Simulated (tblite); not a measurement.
# C5H14GeN2: the cost of one run

The runs use tblite 0.8.0 and PySCF 2.14.0, with density-fitted response routines of our own; the level of theory stands in each step. All values are computed, except where a source is named. Atoms count from 0, in the outputs and in this text.

## (1) The molecule as given

22 atoms, charge 0, multiplicity 1; geometry from: force field or distance geometry start.

Bonds of the start (Å): C0–N1 1.46, N1–Ge2 1.85, Ge2–C3 1.92, C3–C4 1.51, C3–C5 1.55, C5–N6 1.48, N6–C7 1.46, N6–Ge2 1.87, C0–H8 1.11, C0–H9 1.10, C0–H10 1.10, N1–H11 1.06, Ge2–H12 1.54, C3–H13 1.12, C4–H14 1.12, C4–H15 1.12, C4–H16 1.11, C5–H17 1.11, C5–H18 1.11, C7–H19 1.11, C7–H20 1.12, C7–H21 1.11.

## (2) Relaxing the molecule with GFN2-xTB

The job: settings as JSON, then the geometry in Å.

```
{"job": {"kind": "relax", "xc": "GFN2-xTB", "basis": "xTB"}, "charge": 0, "multiplicity": 1}
C      3.147300    -0.130300     0.220300
N      2.066100    -1.101200     0.389600
Ge     0.535100    -0.470400    -0.436000
C     -0.355800     0.889200     0.587300
C     -0.827400     2.048900    -0.257700
C     -1.475400    -0.114800     0.953800
N     -0.999500    -1.311100     0.221200
C     -1.883600    -1.636900    -0.890600
H      2.860900     0.850500     0.664300
H      3.363300    -0.002600    -0.854400
H      4.054300    -0.492300     0.726500
H      1.855600    -1.167000     1.423400
H      0.557700    -0.292300    -1.969500
H      0.247700     1.199000     1.473700
H      0.050000     2.633600    -0.622700
H     -1.469500     2.725400     0.354000
H     -1.406400     1.699100    -1.140000
H     -1.468600    -0.326000     2.048000
H     -2.484100     0.236100     0.651900
H     -2.086100    -0.757600    -1.537500
H     -2.858700    -2.017700    -0.497000
H     -1.433300    -2.441900    -1.509500
```

Started as:

```console
$ OMP_NUM_THREADS=1 python probes_run.py task.json out
```

This one command runs all jobs of the session in turn.

**Question.** How long does this first job take on 1 thread of Arm Neoverse V1, shared host?

About 1.2 s.
